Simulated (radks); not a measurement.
# Yb³⁺ in [Xe] 4f13: an all-electron calculation

The task here is to estimate one member of a computed series from the others.

Method: scalar-relativistic Kohn-Sham, r2SCAN, spin-unpolarised, spherical densities, finite nucleus. Code: radks (a radial shooting solver on a logarithmic mesh, Libxc functionals) version 1.

## The system

| Property | Result |
| --- | --- |
| element | ytterbium (Z = 70) |
| charge | +3 |
| electrons | 67 |
| configuration | [Xe] 4f13 |
| nuclear rms radius | 5.3108 fm |

The outer shells:

Yb³⁺
```
[Xe] core
4f [↑↓][↑↓][↑↓][↑↓][↑↓][↑↓][↑ ]
```

The first run:

Input:

```text
Z 70
configuration [Xe] 4f13
relativity scalar-relativistic
functional r2scan,r2scan
spin unpolarised
nucleus finite rms 5.3108 fm
c 137.035999084
```

Started as:

```
$ python run_ks.py task.json out
```

This one command runs every case of the session in turn.

One table of the session follows, with a row left open; its other results are not shown here.

It belongs to the step «Orbitals and density». From the orbitals of this run (lengths in bohr):

```
level      <r>  outermost maximum (interpolated)  90 % within  nodes
   1s  0.01966                            0.0124       0.0357      0
   2s  0.08332                            0.0706        0.129      1
   2p  0.07415                            0.0576        0.121      0
   3s   0.2165                             0.199        0.317      2
   3p   0.2160                             0.196        0.323      1
   3d   0.1961                             0.160        0.305      0
   4s   0.4878                             0.455        0.700      3
   4p   0.5176                             0.476        0.753      2
   4d   0.5589                             0.491        0.839      1
   5s    1.189                              1.06         1.71      4
   5p        ?                                 ?            ?      ?
   4f   0.7300                             0.482         1.25      0
```

Q: Estimate the row for 5p from the others.

The run gave: <r>: 1.385; outermost maximum (interpolated): 1.21; 90 % within: 2.02; nodes: 3. In the column «<r>» it is the highest.

To keep in mind: Spin polarisation and multiplet splitting are left out.
